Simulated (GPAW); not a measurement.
# TaVN2 (P4/mmm) in GPAW: reference runs

Aim: a first look at TaVN2 with PBE, on the cell as given.

All numbers are computed with GPAW 26.7.0; they aren't measurements. Logs are shortened: lines on timing, memory, paths and dates and some standing lists are left out, and cuts for length are marked. The log counts tension as positive stress, the text compression.

**1. Starting point**

Symmetry: P4/mmm, No. 123, tetragonal system. The conventional cell has a = 3.050 Å, b = 3.050 Å, c = 4.296 Å, α = 90.00°, β = 90.00°, γ = 90.00°. Ta (site symmetry 4/mmm) is surrounded by 6 N at 2.15 to 2.16 Å. V (site symmetry 4/mmm) has 6 N at 2.15 to 2.16 Å as nearest neighbours. N (site symmetry 4/mmm) has 2 V at 2.15 Å and 4 Ta at 2.16 Å as nearest neighbours. Around N (site symmetry 4/mmm) lie 2 Ta at 2.15 Å and 4 V at 2.16 Å.

The cell comes from a database or a generator and needn't be the stable form of this composition.

**2. Single point, PBE, collinear spin, ferromagnetic start**

File run.py:

```python
from ase import Atoms
from ase.dft.bandgap import bandgap
from ase.io import write
from ase.units import Bohr, GPa
from gpaw import GPAW, PW
from gpaw.elf import elf_from_dft_calculation

atoms = Atoms(['Ta', 'V', 'N', 'N'],
              cell=[[3.049867, 0.0, 0.0],
                    [0.0, 3.049867, 0.0],
                    [0.0, 0.0, 4.296062]],
              scaled_positions=[[0.0, 0.0, 0.0],
                                [0.5, 0.5, 0.5],
                                [0.5, 0.5, 0.0],
                                [0.0, 0.0, 0.5]],
              pbc=True)
atoms.set_initial_magnetic_moments([0.0, 2.0, 0.0, 0.0])

calc = GPAW(mode=PW(800),
            xc='PBE',
            kpts={'size': (9, 9, 6), 'gamma': True},
            occupations={'name': 'fermi-dirac', 'width': 0.05},
            nbands=34,
            convergence={'density': 1e-05, 'energy': 1e-05},
            maxiter=150,
            txt='gpaw.txt')
atoms.calc = calc
energy = atoms.get_potential_energy()
forces = atoms.get_forces()
stress = atoms.get_stress()
calc.write('gs.gpw')
write('result.traj', atoms)
print(f'Energy: {energy:.6f} eV')
print('Forces (eV/A):')
print(forces.round(4))
print('Stress (GPa):', (stress / GPa).round(3))
print('Moments:', calc.get_magnetic_moments().round(3))
print('Fermi level:', round(calc.get_fermi_level(), 4), 'eV')
print(f'Gap: {bandgap(calc)[0]:.4f} eV, direct: {bandgap(calc, direct=True)[0]:.4f} eV')

# fields on the real-space grid
write('density.cube', atoms, data=calc.get_pseudo_density() * Bohr**3)
write('potential.cube', atoms, data=calc.get_electrostatic_potential())
write('spin.cube', atoms, data=(calc.get_pseudo_density(spin=0) - calc.get_pseudo_density(spin=1)) * Bohr**3)
write('elf.cube', atoms, data=elf_from_dft_calculation(calc).data)
```

Potentials or basis: GPAW PAW data sets (gpaw-data 1.2.1), pw.

Command:

```
> OMP_NUM_THREADS=1 python run.py
```

gpaw.txt:

```text
__  _  _
 | _ |_)|_||  |
 |__||  | ||/\| - 26.7.0

Input parameters:
  mode=PW(ecut=800.0),
  convergence={'density': 1e-05, 'energy': 1e-05},
  kpts=MonkhorstPack(size=(9, 9, 6), gamma=True),
  maxiter=150,
  nbands=34,
  occupations=Occupations(name='fermi-dirac', width=0.05),
  xc=XC(name='PBE')

Diagonalizing LCAO Hamiltonian
Converting LCAO to pw mode
   .------.
  /|      |
 * |      |
 | |  V   |
 | |      |
 N .------.
 |/   N  /
 Ta-----*

Atoms  # Å, Bohr magnetons
|   | symbol |        x |        y |        z |    initial magnetic moments |
|---|--------|----------|----------|----------|-----------------------------|
| 0 |     Ta | 0.000000 | 0.000000 | 0.000000 | ( 0.0000,  0.0000,  0.0000) |
| 1 |      V | 1.524933 | 1.524933 | 2.148031 | ( 0.0000,  0.0000,  2.0000) |
| 2 |      N | 1.524933 | 1.524933 | 0.000000 | ( 0.0000,  0.0000,  0.0000) |
| 3 |      N | 0.000000 | 0.000000 | 2.148031 | ( 0.0000,  0.0000,  0.0000) |

Unit cell  # Å
| periodic |        x |        y |        z |  lengths |    angles |
|----------|----------|----------|----------|----------|-----------|
|      yes | 3.049867 | 0.000000 | 0.000000 | 3.049867 | 90.000000 |
|      yes | 0.000000 | 3.049867 | 0.000000 | 3.049867 | 90.000000 |
|      yes | 0.000000 | 0.000000 | 4.296062 | 4.296062 | 90.000000 |

Number of symmetries: 16
Symmetry operations  # r_c * U_cc + t_c -> r_c
|    | kind |            matrix            |
|----|------|------------------------------|
|  0 |  E   |  1, 0, 0,  0, 1, 0,  0, 0, 1 |
|  1 |  σ   |  1, 0, 0,  0, 1, 0,  0, 0,-1 |
|  2 |  σ   |  1, 0, 0,  0,-1, 0,  0, 0, 1 |
|  3 |  C2  |  1, 0, 0,  0,-1, 0,  0, 0,-1 |
|  4 |  σ   |  0, 1, 0,  1, 0, 0,  0, 0, 1 |
|  5 |  C2  |  0, 1, 0,  1, 0, 0,  0, 0,-1 |
|  6 |  C4  |  0, 1, 0, -1, 0, 0,  0, 0, 1 |
|  7 |  S4  |  0, 1, 0, -1, 0, 0,  0, 0,-1 |
|  8 |  C4  |  0,-1, 0,  1, 0, 0,  0, 0, 1 |
|  9 |  S4  |  0,-1, 0,  1, 0, 0,  0, 0,-1 |
| 10 |  σ   |  0,-1, 0, -1, 0, 0,  0, 0, 1 |
| 11 |  C2  |  0,-1, 0, -1, 0, 0,  0, 0,-1 |
| 12 |  σ   | -1, 0, 0,  0, 1, 0,  0, 0, 1 |
| 13 |  C2  | -1, 0, 0,  0, 1, 0,  0, 0,-1 |
| 14 |  C2  | -1, 0, 0,  0,-1, 0,  0, 0, 1 |
| 15 |  i   | -1, 0, 0,  0,-1, 0,  0, 0,-1 |

BZ-sampling:
  Number of BZ points: 486
  Number of IBZ points: 60

  Monkhorst-Pack size: [9, 9, 6]
  Monkhorst-Pack shift: [0.0, 0.0, 0.08333333333333333]

K-points  # in reciprocal-cell coordinates
|     |                                coordinates |     weight |
|-----|--------------------------------------------|------------|
|   0 | (  0.00000000,   0.00000000,   0.00000000) | 0.00205761 |
|   1 | (  0.00000000,   0.00000000,   0.16666667) | 0.00411523 |
|   2 | (  0.00000000,   0.00000000,   0.33333333) | 0.00411523 |
|   3 | (  0.00000000,   0.00000000,   0.50000000) | 0.00205761 |
|   4 | (  0.11111111,   0.00000000,   0.00000000) | 0.00823045 |
|   5 | (  0.11111111,   0.00000000,   0.16666667) | 0.01646091 |
|   6 | (  0.11111111,   0.00000000,   0.33333333) | 0.01646091 |
|   7 | (  0.11111111,   0.00000000,   0.50000000) | 0.00823045 |
|   8 | (  0.11111111,   0.11111111,   0.00000000) | 0.00823045 |
|   9 | (  0.11111111,   0.11111111,   0.16666667) | 0.01646091 |
| ... |                                            |            |
|  59 | (  0.44444444,   0.44444444,   0.50000000) | 0.00823045 |

Plane wave coefficients: 2070
Cutoff: 800.0 eV

Spin-components: 2 (collinear spins)
Bands:           34
Projectors:      22
Spin-degeneracy: 1
Datatype:        complex128

Parallelization:
  kpt:    1
  domain: 1
  band:   1

Density:
  Valence electrons: 36.0
  Components: 2
  Grid points: [20 20 30]
  Charge: 0.0  # |e|

Potential:
  Grid points: [20 20 30]

species:
  Ta:
    name:    Tantalum
    Z:       73.0
    valence: 13
    core:    60
    charge:  0.0  # [|e|]
    compensation charges:
      type: gauss
      rc: 0.42  # [Å]
      lmax: 2
    cutoffs:
      filter: 2.36  # [Å]
      core: 3.45  # [Å]
    projectors
    | kind |    occ | energy [eV] | rcut [Å] |
    |------|--------|-------------|----------|
    |   5s |  2.000 |     -72.790 |    1.365 |
    |   6s |  2.000 |      -5.429 |    1.365 |
    |   5p |  6.000 |     -39.427 |    1.349 |
    |   6p |  0.000 |      -1.396 |    1.349 |
    |   5d |  3.000 |      -3.603 |    1.307 |
    |    d |        |      23.609 |    1.307 |

    Using partial waves for Ta as LCAO basis

  V:
    name:    Vanadium
    Z:       23.0
    valence: 13
    core:    10
    charge:  0.0  # [|e|]
    compensation charges:
      type: gauss
      rc: 0.37  # [Å]
      lmax: 2
    cutoffs:
      filter: 2.14  # [Å]
      core: 0.96  # [Å]
    projectors
    | kind |    occ | energy [eV] | rcut [Å] |
    |------|--------|-------------|----------|
    |   3s |  2.000 |     -70.222 |    1.254 |
    |   4s |  2.000 |      -4.702 |    1.254 |
    |   3p |  6.000 |     -44.043 |    1.281 |
    |   4p |  0.000 |      -1.444 |    1.281 |
    |   3d |  3.000 |      -5.164 |    1.169 |
    |    d |        |      22.047 |    1.169 |

    Using partial waves for V as LCAO basis

  N:
    name:    Nitrogen
    Z:       7.0
    valence: 5
    core:    2
    charge:  0.0  # [|e|]
    compensation charges:
      type: gauss
      rc: 0.18  # [Å]
      lmax: 2
    cutoffs:
      filter: 1.11  # [Å]
      core: 0.96  # [Å]
    projectors
    | kind |    occ | energy [eV] | rcut [Å] |
    |------|--------|-------------|----------|
    |   2s |  2.000 |     -18.583 |    0.603 |
    |   2p |  3.000 |      -7.089 |    0.529 |
    |    s |        |       8.629 |    0.603 |
    |    p |        |      20.123 |    0.529 |
    |    d |        |       0.000 |    0.577 |

    Using partial waves for N as LCAO basis

Reference energy: -452956.379971  # eV

eigensolver:
  PPCG
  Converge bands: occupied
  niter=2

density mixing:
  MSR1-Mixer
  Pratt-step length: 0.05
  Maximum mixing coefficient: 0.75
  Old densities: 10
  SVD Regularization: 0.005
  Good broyden scale: 1.0
  Trust region scale: 1.0
  Backstep threshold: 4.0
  History deletion threshold: 6.0
  Fourier metric: weight=20.0, sigma=0.015

occupation numbers:
  Fermi-Dirac:
    width: 0.0500  # eV

poisson solver:
  ecut: 6400.0  # eV

xc functional:
  name: PBE with 2 nearest neighbor stencil

convergence criteria:
- Maximum integral of absolute [dens]ity change: 1e-05 electrons / valence electron
- Maximum [total energy] change in last 3 cyles: 1e-05 eV / valence electron
- Maximum integral of absolute [eigenst]ate change: 4e-08 eV^2 / valence electron
maximum number of iterations: 150

SCF iterations
|iter     | |      energy | eigst |  dens |  magmom |
|---------|-|-------------|-------|-------|---------|
|iter:   1| |  -42.302369 | +0.36 |       |  +2.0024|
|iter:   2| |  -41.228287 | -1.68 | -0.89 |  +1.9726|
|iter:   3| |  -38.880321 | -1.22 | -0.95 |  +1.7376|
|iter:   4| |  -38.928481 | -2.83 | -1.51 |  +1.5894|
|iter:   5| |  -38.945379 | -3.04 | -1.66 |  +1.5585|
|iter:   6| |  -38.938705 | -2.98 | -1.61 |  +1.3614|
|iter:   7| |  -38.940183 | -4.24 | -2.35 |  +1.3166|
|iter:   8| |  -38.942196 | -4.44 | -2.52 |  +1.2735|
|iter:   9| |  -38.943742 | -4.30 | -2.59 |  +1.2019|
|iter:  10| |  -38.944240 | -4.90 | -2.99 |  +1.1645|
|iter:  11| |  -38.944322 | -5.43 | -3.25 |  +1.1473|
|iter:  12| |  -38.944286c| -6.00 | -3.56 |  +1.1385|
|iter:  13| |  -38.944241c| -6.58 | -3.96 |  +1.1374|
|iter:  14| |  -38.944238c| -7.58c| -4.53 |  +1.1386|
|iter:  15| |  -38.944236c| -7.95c| -5.05c|  +1.1389|

Converged in 15 steps
Energy contributions relative to reference atoms: (reference = -452956.379971)

Energy contributions:
  Kinetic:          26.083760
  Coulomb:         -28.024651
  Zero:              0.172490
  External:          0.000000
  Xc:              -37.165824
  Entropy:          -0.020020
  Spinorbit:         0.000000
  ----------------------------
  Free energy:     -38.954245
  Extrapolated:    -38.944236

dipole moment: (-18.517794, -18.517794, -26.078381)  # |e|*Ang

Total magnetic moment: (0.000000, 0.000000, 1.138898)

Local magnetic moments
|        x |        y |         z |
|----------|----------|-----------|
| 0.000000 | 0.000000 | -0.059414 |  # Ta   0
| 0.000000 | 0.000000 |  1.054453 |  # V    1
| 0.000000 | 0.000000 |  0.009692 |  # N    2
| 0.000000 | 0.000000 |  0.011025 |  # N    3

Fermi level: 13.671
Eigenvalues  # (at kpt = [0.000, 0.000, 0.000])
| band index |      eig [eV] | occ [0-1] |      eig [eV] | occ [0-1] |
|------------|---------------|-----------|---------------|-----------|
|          0 |       -55.607 |     1.000 |       -55.637 |     1.000 |
|        ... |               |           |               |           |
|         13 |         9.535 |     1.000 |         9.594 |     1.000 |
|         14 |        10.767 |     1.000 |        10.798 |     1.000 |
|         15 |        10.785 |     1.000 |        10.798 |     1.000 |
|         16 |        10.785 |     1.000 |        10.837 |     1.000 |
|         17 |        11.817 |     1.000 |        12.523 |     1.000 |
|         18 |        11.817 |     1.000 |        12.523 |     1.000 |
[... 8 lines left out ...]
|         27 |        21.741 |     0.000 |        22.026 |     0.000 |
|         28 |        23.938 |     0.000 |        24.093 |     0.000 |
|        ... |               |           |               |           |
|         33 |        40.185 |     0.000 |        40.458 |     0.000 |

No gap
No difference between direct/indirect transitions

Forces  # eV/Ang
|       x |       y |       z |
|---------|---------|---------|
| 0.00000 | 0.00000 | 0.00000 |  # Ta   0
| 0.00000 | 0.00000 | 0.00000 |  # V    1
| 0.00000 | 0.00000 | 0.00000 |  # N    2
| 0.00000 | 0.00000 | 0.00000 |  # N    3

Stress tensor  # eV/Ang^3
|         x |         y |        z |
|-----------|-----------|----------|
| -0.000013 |  0.000000 | 0.000000 |
|  0.000000 | -0.000013 | 0.000000 |
|  0.000000 |  0.000000 | 0.000779 |

# Writing to gs.gpw (mode='')
```

It took 3.6 min on 1 thread of Arm Neoverse V1, shared host; peak memory 0.34 GiB.

Results:

```yaml
Free_energy: -38.9542 eV
Pressure: 0.0 GPa
Band_gap_on_the_k_mesh: none (metal or under the smearing width)
Net_moment: 1.14 μB per cell
Site_moments: Ta -0.06; V +1.05; N +0.01 μB
```

With open d or f shells a metallic result of PBE can be an artefact of self-interaction; +U or a hybrid may open a gap. Spin-orbit coupling is left out, which matters for the levels of Ta.
